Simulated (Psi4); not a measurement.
# B3LYP/6-31G(d) (spherical functions) run of CuNH2 (SMILES [NH2][Cu])

What is the vertical ionisation energy of CuNH2 at B3LYP/6-31G* (spherical functions)? 

The calculation is run with Psi4 1.11.

10 further runs of the same task are left out: 9 that didn't finish, 1 set aside as unsound or not needed.

### 1 Starting point

The species is CuNH2 (4 atoms), meant as a singlet with charge 0. SMILES: `[NH2][Cu]`. The shape is that of a PBE0-D4/def2-TZVP optimisation.

Bond lengths: N1–Cu2 1.830 Å, N1–H3 1.019 Å, N1–H4 1.019 Å. Angles: Cu2–N1–H3 107.0°, Cu2–N1–H4 107.0°, H3–N1–H4 104.5°.

### 2 The energy at B3LYP/6-31G(d) (spherical functions)

The input, job.py:

```python
import psi4

psi4.set_memory(1600000000)
psi4.set_num_threads(1)
psi4.set_output_file('run.log', False)

geom = psi4.geometry("""
0 1
N     -0.277300     0.250900     0.117500
Cu     1.383600    -0.301600     0.652600
H     -0.862400    -0.581500     0.055500
H     -0.188400     0.571900    -0.845900
symmetry c1
""")

options = {'basis': '6-31G*', 'puream': True, 'e_convergence': 1e-09, 'd_convergence': 1e-08, 'scf_type': 'pk', 'dft_radial_points': 99, 'dft_spherical_points': 590}
psi4.set_options(options)

energy_value, wavefunction = psi4.energy('b3lyp', molecule=geom, return_wfn=True)
psi4.oeprop(wavefunction, 'WIBERG_LOWDIN_INDICES', 'QUADRUPOLE', 'DIPOLE', title='B3LYP')
print('E =', round(energy_value, 9))
```

Run with:

```bash
python job.py
```

run.log:

```text
[...]
  Running in c1 symmetry.
[...]
  Nuclear repulsion =   79.397725323578655
[...]
  Multiplicity = 1
[...]
  Nalpha       = 19
  Nbeta        = 19
[...]
    Number of basis functions: 52
[...]
   @RKS iter   1: -1693.52561567777934    2.77526e-02   6.11034e-02 ADIIS/DIIS
[...]
   @RKS iter  16: -1696.16041204933481   -2.72848e-12   5.56505e-09 DIIS
[...]
    Orbital Energies [Eh]
    ---------------------
    Doubly Occupied:
       1A   -322.959787     2A    -38.788908     3A    -34.004935
       4A    -33.991557     5A    -33.991156     6A    -14.292926
       7A     -4.261090     8A     -2.773659     9A     -2.745348
      10A     -2.744038    11A     -0.801303    12A     -0.441937
      13A     -0.346318    14A     -0.265300    15A     -0.232925
      16A     -0.213474    17A     -0.212635    18A     -0.212174
      19A     -0.199307
[...]
  @RKS Final Energy: -1696.16041204933481
   => Energetics <=
    Nuclear Repulsion Energy =             79.3977253235786549
    One-Electron Energy =               -2521.5831570163004471
    Two-Electron Energy =                 806.3853467297182078
    DFT Exchange-Correlation Energy =     -60.3603270863311323
    Empirical Dispersion Energy =           0.0000000000000000
    VV10 Nonlocal Energy =                  0.0000000000000000
    Total Energy =                      -1696.1604120493350365
[...]
 Multipole Moments:
 ------------------------------------------------------------------------------------
     Multipole            Electronic (a.u.)      Nuclear  (a.u.)        Total (a.u.)
 ------------------------------------------------------------------------------------
 L = 1.  Multiply by 2.5417464519 to convert [e a0] to [Debye]
 Dipole X            :          5.2679407           -4.5308784            0.7370622
 Dipole Y            :         -1.3271888            0.8489829           -0.4782059
 Dipole Z            :          2.2412572           -2.3019292           -0.0606719
 Magnitude           :                                                    0.8806945
 L = 2.  Multiply by 1.3450342976 to convert [e a0^2] to [Debye ang]
 Quadrupole XX       :        -88.4790249           73.9213697          -14.5576553
 Quadrupole XY       :         20.9606005          -19.2239123            1.7366883
[...]
```

Standard output:

```text
E = -1696.160412049
```

Run time: 6.9 s. Hardware: 1 thread of Intel Xeon Platinum 8488C (Sapphire Rapids), shared host; peak memory 0.53 GiB.

### 3 The doublet cation: energy and gradient at UB3LYP/6-31G(d) (spherical functions)

The input, run.py:

```python
import psi4

psi4.set_memory('1600 MB')
psi4.set_num_threads(1)
psi4.core.set_output_file('cuh2n.out', False)

m = psi4.geometry("""
1 2
N     -0.277300     0.250900     0.117500
Cu     1.383600    -0.301600     0.652600
H     -0.862400    -0.581500     0.055500
H     -0.188400     0.571900    -0.845900
symmetry c1
""")

options = {'basis': '6-31G*', 'reference': 'uks', 'puream': True, 'e_convergence': 1e-09, 'd_convergence': 1e-08, 'scf_type': 'pk', 'dft_radial_points': 99, 'dft_spherical_points': 590, 'maxiter': 200}
psi4.set_options(options)

result, w = psi4.gradient("b3lyp", molecule=m, return_wfn=True)
psi4.oeprop(w, "QUADRUPOLE", "LOWDIN_CHARGES", "MAYER_INDICES", title="B3LYP")
print('gradient / Eh bohr^-1')
print(result.np.round(6))
print(f'energy = {w.energy():.10f} Eh')
for k, v in sorted(psi4.core.scalar_variables().items()):
    print(f'{k:45s} {v:18.10f}')
```

Run with:

```bash
python run.py
```

cuh2n.out, cut to the lines that bear on the results:

```text
[...]
  Running in c1 symmetry.
[...]
  Nuclear repulsion =   79.397725323578655
[...]
  Multiplicity = 2
[...]
  Nalpha       = 19
  Nbeta        = 18
[...]
    Number of basis functions: 52
[...]
   @UKS iter   1: -1693.28682704142784    2.66541e-01   6.06707e-02 ADIIS/DIIS
[...]
   @UKS iter  22: -1695.87410586542228   -4.54747e-13   4.39031e-09 DIIS
[...]
   @S^2 Observed:                7.579311837E-01
[...]
  @UKS Final Energy: -1695.87410586542228
   => Energetics <=
    Nuclear Repulsion Energy =             79.3977253235786549
    One-Electron Energy =               -2510.0151045450784295
    Two-Electron Energy =                 794.8872601566226876
    DFT Exchange-Correlation Energy =     -60.1439868005451075
    Empirical Dispersion Energy =           0.0000000000000000
    VV10 Nonlocal Energy =                  0.0000000000000000
    Total Energy =                      -1695.8741058654222797
[...]
  -Total Gradient:
     Atom            X                  Y                   Z
    ------   -----------------  -----------------  -----------------
       1       -0.051921237296     0.034520141718     0.005346271239
       2        0.021394109812    -0.014768480427    -0.002895357218
       3        0.018609287799    -0.004154647657    -0.005694687331
       4        0.011918919016    -0.015597224712     0.003244310479
[...]
 Multipole Moments:
 ------------------------------------------------------------------------------------
     Multipole            Electronic (a.u.)      Nuclear  (a.u.)        Total (a.u.)
 ------------------------------------------------------------------------------------
 L = 1.  Multiply by 2.5417464519 to convert [e a0] to [Debye]
 Dipole X            :          5.0087341           -4.5308784            0.4778557
 Dipole Y            :         -1.4330639            0.8489829           -0.5840810
 Dipole Z            :          1.9119354           -2.3019292           -0.3899937
 Magnitude           :                                                    0.8494656
 L = 2.  Multiply by 1.3450342976 to convert [e a0^2] to [Debye ang]
 Quadrupole XX       :        -81.9962099           73.9213697           -8.0748402
 Quadrupole XY       :         19.7381681          -19.2239123            0.5142558
[...]
```

The script printed:

```text
gradient / Eh bohr^-1
[[-0.051921  0.03452   0.005346]
 [ 0.021394 -0.014768 -0.002895]
 [ 0.018609 -0.004155 -0.005695]
 [ 0.011919 -0.015597  0.003244]]
energy = -1695.8741058654 Eh
CURRENT ENERGY                                  -1695.8741058654
CURRENT REFERENCE ENERGY                        -1695.8741058654
DD SOLVATION ENERGY                                 0.0000000000
DFT FUNCTIONAL TOTAL ENERGY                     -1695.8741058654
DFT TOTAL ENERGY                                -1695.8741058654
DFT VV10 ENERGY                                     0.0000000000
DFT XC ENERGY                                     -60.1439868005
GRID ELECTRONS ALPHA                               18.9999999844
GRID ELECTRONS BETA                                18.0000000029
GRID ELECTRONS TOTAL                               36.9999999873
NUCLEAR REPULSION ENERGY                           79.3977253236
ONE-ELECTRON ENERGY                             -2510.0151045451
PCM POLARIZATION ENERGY                             0.0000000000
PE ENERGY                                           0.0000000000
SCF ITERATION ENERGY                            -1695.8741058654
SCF ITERATIONS                                     22.0000000000
SCF TOTAL ENERGY                                -1695.8741058654
TWO-ELECTRON ENERGY                               794.8872601566
XC GRID RADIAL POINTS                              99.0000000000
XC GRID SPHERICAL POINTS                          590.0000000000
XC GRID TOTAL POINTS                           223830.0000000000
```

It took 20 s on 1 thread of Intel Xeon Platinum 8488C (Sapphire Rapids), shared host; peak memory 0.53 GiB.

### 4 Summary of results

At B3LYP/6-31G* (spherical functions):

```
                                          quantity           value
                       singlet CuNH2: total energy  -1696.16041 Eh
                      singlet CuNH2: dipole moment          2.24 D
                        singlet CuNH2: HOMO energy        -5.42 eV
                        singlet CuNH2: LUMO energy        -2.21 eV
                      singlet CuNH2: HOMO–LUMO gap         3.22 eV
                      doublet cation: total energy  -1695.87411 Eh
doublet cation: HOMO energy (highest over α and β)       -13.82 eV
 doublet cation: LUMO energy (lowest over α and β)       -10.48 eV
                              doublet cation: ⟨S²⟩           0.758
          doublet cation: largest force on an atom      3.218 eV/Å
vertical ionisation energy (to the doublet cation)        7.791 eV
```

**Reading.** The vertical ionisation energy comes to 7.79 eV (752 kJ/mol). The negative HOMO energy of the first species, 5.42 eV, lies 2.37 eV below that difference.
